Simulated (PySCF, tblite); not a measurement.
# C₄H₈Cl₂Si: geometry, infrared bands and NMR shifts

Wanted: the infrared bands and NMR shifts of C₄H₈Cl₂Si (`C=C[SiH2]C(C)(Cl)Cl`), by calculation.

Programs: tblite 0.8.0 and PySCF 2.14.0, with density-fitted response routines of our own. Each step states its level of theory. These are calculated values for one molecule in the gas phase, unless marked as measured. Atoms count from 0, in the outputs and in this text.

## (1) The molecule as given

15 atoms, charge 0, multiplicity 1; geometry from: force field or distance geometry start.

Bonds of the start (Å): C0–C1 1.35, C1–Si2 1.84, Si2–C3 1.89, C3–C4 1.52, C3–Cl5 1.76, C3–Cl6 1.76, C0–H7 1.09, C0–H8 1.09, C1–H9 1.09, Si2–H10 1.46, Si2–H11 1.48, C4–H12 1.12, C4–H13 1.09, C4–H14 1.12.

## (2) Relaxing the molecule with GFN2-xTB

Job settings and geometry (Å):

```
{"job": {"kind": "relax", "xc": "GFN2-xTB", "basis": "xTB"}, "charge": 0, "multiplicity": 1}
C      2.778400    -0.169300     0.496100
C      1.618900    -0.694800     0.055800
Si    -0.004200    -0.278400     0.805500
C     -0.978000     0.857100    -0.356800
C     -2.196200     0.028700    -0.749500
Cl    -0.001000     1.103700    -1.793800
Cl    -1.401500     2.393700     0.388100
H      3.674000    -0.498000    -0.020700
H      2.811300     0.553400     1.317600
H      1.595300    -1.426400    -0.754700
H      0.095500     0.325900     2.128300
H     -0.715500    -1.564400     0.978200
H     -2.403200    -0.680100     0.090500
H     -3.044100     0.656300    -1.008100
H     -1.834100    -0.599400    -1.598400
```

The run is started by

```console
$ OMP_NUM_THREADS=1 python probes_run.py task.json out
```

The driver reads the jobs from task.json and runs them one after another.

**Question.** This job is followed by: GFN2-xTB harmonic vibrations, gas phase; GIAO PBE0/pcSseg-1 NMR shielding, non-relativistic, gas phase. What will the session give for the following? strongest single infrared mode (GFN2-xTB); zero-point energy (GFN2-xTB); 13C shifts against TMS (PBE0/pcSseg-1); 1H shifts against TMS (PBE0/pcSseg-1, means over atoms taken as alike); 29Si shifts against TMS (PBE0/pcSseg-1); 35Cl shifts against HCl (PBE0/pcSseg-1, means over atoms taken as alike).

The runs gave:

| quantity | value |
| --- | --- |
| strongest single infrared mode (GFN2-xTB) | 2270 cm⁻¹, 283 km/mol |
| zero-point energy (GFN2-xTB) | 64.7 kcal/mol |
| 13C shifts against TMS (PBE0/pcSseg-1) | 146.3, 139.5, 87.7, 37.0 ppm |
| 1H shifts against TMS (PBE0/pcSseg-1, means over atoms taken as alike) | 6.63, 6.61, 6.31, 4.62, 2.05 ppm |
| 29Si shifts against TMS (PBE0/pcSseg-1) | -25.7 ppm |
| 35Cl shifts against HCl (PBE0/pcSseg-1, means over atoms taken as alike) | 313 ppm |

Relaxing lowered the energy by 0.607 eV in 192 steps; the close pair that moved most is C1–Si2, from 1.836 to 1.880 Å. All 39 modes are real, so the xTB geometry is a minimum. The strongest single mode, at 2270 cm⁻¹, moves mainly H11. GFN2-xTB is a fitted tight-binding method: band positions and strengths are rough. Its intensities can rank the bands wrongly. C3 stands next to heavy halogen, whose spin-orbit shielding this run leaves out, so the computed shift lies too far downfield, most of all for carbon beside Br or I. The most deshielded carbon is C0 (terminal =CH2 carbon), at 146.3 ppm: the olefinic region. H9 (hydrogen on an alkene CH) lies farthest downfield among hydrogen, at 6.63 ppm; olefinic region. At PBE0/pcSseg-1: The widest tensor belongs to Cl5, Cl6: span 637 ppm, with a paramagnetic part of -510 ppm.
